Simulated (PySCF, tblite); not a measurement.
# C8H6ClFO: geometry, infrared bands and NMR shifts

What infrared bands and NMR shifts should C8H6ClFO (`Cc1cc(C(=O)F)ccc1Cl`) show?

Computed with tblite 0.8.0 and PySCF 2.14.0, with density-fitted response routines of our own, on a single molecule in the gas phase. Atoms are numbered from 0 throughout.

## Step 1: Starting geometry

17 atoms, charge 0, multiplicity 1; geometry from: force field or distance geometry start.

Bonds of the start (Å): C0–C1 1.52, C1–C2 1.40, C2–C3 1.41, C3–C4 1.48, C4–O5 1.22, C4–F6 1.34, C3–C7 1.40, C7–C8 1.39, C8–C9 1.39, C9–Cl10 1.73, C9–C1 1.40, C0–H11 1.09, C0–H12 1.10, C0–H13 1.10, C2–H14 1.08, C7–H15 1.10, C8–H16 1.10.

## Step 2: Optimising the geometry with GFN2-xTB

Job settings and geometry (Å):

```
{"job": {"kind": "relax", "xc": "GFN2-xTB", "basis": "xTB"}, "charge": 0, "multiplicity": 1}
C      2.518500    -0.333800    -0.255700
C      1.072100     0.068600    -0.039700
C      0.061800    -0.852000    -0.331700
C     -1.290900    -0.496200    -0.142800
C     -2.358000    -1.473100    -0.451400
O     -2.164600    -2.590200    -0.907100
F     -3.626700    -1.095600    -0.254500
C     -1.622100     0.757400     0.376500
C     -0.612500     1.662500     0.679300
C      0.721100     1.324100     0.483500
Cl     1.919900     2.501700     0.877500
H      2.583700    -1.350800    -0.653300
H      3.059800    -0.305700     0.698500
H      2.986800     0.341500    -0.979700
H      0.295000    -1.824900    -0.729200
H     -2.670900     1.030500     0.543700
H     -0.880100     2.647900     1.076000
```

Run with:

```bash
OMP_NUM_THREADS=1 python probes_run.py task.json out
```

The driver reads the jobs from task.json and runs them one after another.

**Question.** This job is followed by: GFN2-xTB harmonic vibrations, gas phase; GIAO PBE0/pcSseg-1 NMR shielding, non-relativistic, gas phase. What will the session give for the following? strongest single infrared mode (GFN2-xTB); zero-point energy (GFN2-xTB); 13C shifts against TMS (PBE0/pcSseg-1); 1H shifts against TMS (PBE0/pcSseg-1, means over atoms taken as alike); 17O shifts against H2O (PBE0/pcSseg-1); 19F shifts against CFCl3 (PBE0/pcSseg-1); 35Cl shifts against HCl (PBE0/pcSseg-1).

As calculated:

| quantity | value |
| --- | --- |
| strongest single infrared mode (GFN2-xTB) | 1822 cm⁻¹, 642 km/mol |
| zero-point energy (GFN2-xTB) | 73.3 kcal/mol |
| 13C shifts against TMS (PBE0/pcSseg-1) | 165.4, 154.5, 143.9, 141.5, 136.8, 135.5, 127.9, 23.6 ppm |
| 1H shifts against TMS (PBE0/pcSseg-1, means over atoms taken as alike) | 8.47, 8.20, 7.74, 2.57 ppm |
| 17O shifts against H2O (PBE0/pcSseg-1) | 428.2 ppm |
| 19F shifts against CFCl3 (PBE0/pcSseg-1) | 18.4 ppm |
| 35Cl shifts against HCl (PBE0/pcSseg-1) | 246 ppm |

Relaxing lowered the energy by 0.151 eV in 25 steps; the close pair that moved most is C4–O5, from 1.222 to 1.185 Å. No mode is imaginary among the 45: a minimum at this level. The strongest single mode, at 1822 cm⁻¹, moves mainly C4 and O5. GFN2-xTB is a fitted tight-binding method: band positions and strengths are rough. Its intensities can rank the bands wrongly. At PBE0/pcSseg-1: Shielding is most anisotropic at O5 (span 607 ppm, paramagnetic term -495 ppm). NICS(1)zz of -25 ppm above the planar ring from C1 marks a diatropic (aromatic) ring current.
